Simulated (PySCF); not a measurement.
# BH6NO2Si: the cost of one run

Computed with PySCF 2.14.0, with density-fitted response routines of our own, on a single molecule in the gas phase. Atoms count from 0, in the outputs and in this text.

### Step 1. The starting structure

11 atoms, charge 0, multiplicity 1; geometry from: GFN2-xTB. The atoms were then displaced at random by about 0.01 Å, so the start is not that level's minimum.

Bonds of the start (Å): N0–Si1 1.74, Si1–B2 1.99, B2–O3 1.32, B2–O4 1.35, N0–H5 1.01, N0–H6 1.00, Si1–H7 1.48, Si1–H8 1.50, O3–H9 0.99, O4–H10 0.96.

### Step 2. Optimising the geometry at PBE0-D3(BJ)/def2-SVP

Job settings and geometry (Å):

```
{"job": {"xc": "PBE0", "basis": "def2-SVP", "d3": "d3bj", "grid": 1, "shake": 0.01, "kind": "geom"}, "charge": 0, "multiplicity": 1}
N      1.734790     0.282260    -0.734440
Si     0.741990    -0.180730     0.619510
B     -1.162910    -0.127500     0.054350
O     -1.708320    -1.271850    -0.325800
O     -1.934990     0.983590     0.025510
H      1.526240    -0.122860    -1.631350
H      2.721590     0.377300    -0.610250
H      1.203670    -1.451040     1.210660
H      1.118270     0.852020     1.643480
H     -2.665440    -1.181180    -0.567310
H     -1.536770     1.814160     0.299970
```

On the command line:

```bash
> OMP_NUM_THREADS=1 python probes_run.py task.json out
```

The driver reads the jobs from task.json and runs them one after another.

**Question.** How long does this first job take on 1 thread of Arm Neoverse V1, shared host, and how much memory does it need?

About 1.7 min, with a peak of 0.42 GiB.
